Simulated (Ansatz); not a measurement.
# Ta2C: from the listed structure to its properties

Aim: for Ta2C, relax cell and atoms and see whether it has a gap, which orbitals make up the states near it and how charge is shared.

Computed with Ansatz 0.2.0 (DFT LDA, scalar-relativistic, plane waves, PAW, unless a step's input says otherwise).

### Step 1. The system as given

It takes space group P-3m1 (No. 164, trigonal). The conventional cell has a = 3.106 Å, b = 3.106 Å, c = 4.946 Å, α = 90.00°, β = 90.00°, γ = 120.00°. Ta (site symmetry 3m) has 3 C at 2.18 Å as nearest neighbours. Around C (site symmetry -3m) lie 6 Ta at 2.18 Å.

Structure file:

```cif
data_structure
_symmetry_space_group_name_H-M 'P-3m1'
_symmetry_Int_Tables_number 164
_cell_length_a 3.1059
_cell_length_b 3.1059
_cell_length_c 4.9464
_cell_angle_alpha 90.000
_cell_angle_beta 90.000
_cell_angle_gamma 120.000
_cell_volume 41.32
loop_
_atom_site_label
_atom_site_type_symbol
_atom_site_symmetry_multiplicity
_atom_site_Wyckoff_symbol
_atom_site_fract_x
_atom_site_fract_y
_atom_site_fract_z
_atom_site_occupancy
Ta1 Ta 2 d 0.33333 0.66667 0.25201 1
C1 C 1 a 0.00000 0.00000 0.00000 1
```

Source of the structure: the Crystallography Open Database.

(A quick probe on a coarse mesh, which set the mesh and smearing, is not shown.)

### Step 3. Rough relaxation on the coarse mesh

Contents of input.yaml:

```yaml
crystal:
  lattice:
    - [3.1059, 0.0, 0.0]
    - [-1.55295, 2.6897883016, 0.0]
    - [0.0, 0.0, 4.9464]
  atoms:
    - { symbol: Ta, position: [0.3333333333, 0.6666666667, 0.25201] }
    - { symbol: Ta, position: [0.6666666667, 0.3333333333, 0.74799] }
    - { symbol: C, position: [0.0, 0.0, 0.0] }
basis:
  ecutwfc: 420
kpoints:
  mp_grid: { grid: [9, 9, 4] }
hamiltonian:
  xc: lda
scf:
  occupations: { method: gaussian, width: 0.1 }
output:
  forces: true
  stress: true
  eigenvalues: true
relax:
  adjacent_minimum: "off"
  f_tol: 0.05
  max_steps: 80
  cell: { stress_tol: 0.5 }
```

Run with:

```sh
$ ansatz run input.yaml --threads 1 --pin off --max-ram 2560MiB --backend cpu --events-out ev --progress --plain --runs-dir out
```

Further runs follow: full relaxation; bands, states and charges.

Before running it: what results should come out? Wanted: relaxed cell; volume; formation energy; gap; states at the Fermi level; Bader charges.

**Answer**, as computed:

```
                                                               quantity                                                                       value
                                                           relaxed cell  a = 3.076 Å, b = 3.076 Å, c = 4.892 Å, α = 90.00°, β = 90.00°, γ = 120.00°
                                                   space group (0.01 Å)                                                             P-3m1 (No. 164)
                                                                 volume                                                               13.36 Å³/atom
formation energy (elements from runs with the same settings, not shown)                                                               -0.65 eV/atom
                                                                    gap                                                                none (metal)
                                              states at the Fermi level                                                        0.57 per eV per cell
                                                          Bader charges                                                         Ta +0.91, C -1.82 e
```

**Reading.** The cell shrank by 3.0 % in volume on relaxing. LDA usually gives cells that are too small. There is no gap at this level. Of the projected weight within 0.25 eV of the Fermi level, the largest part is Ta 5d (93 %). Charge transfer between the atoms is strong (Bader charges up to 1.8 e). These runs have no spin-orbit coupling; with Ta it would split and shift bands.
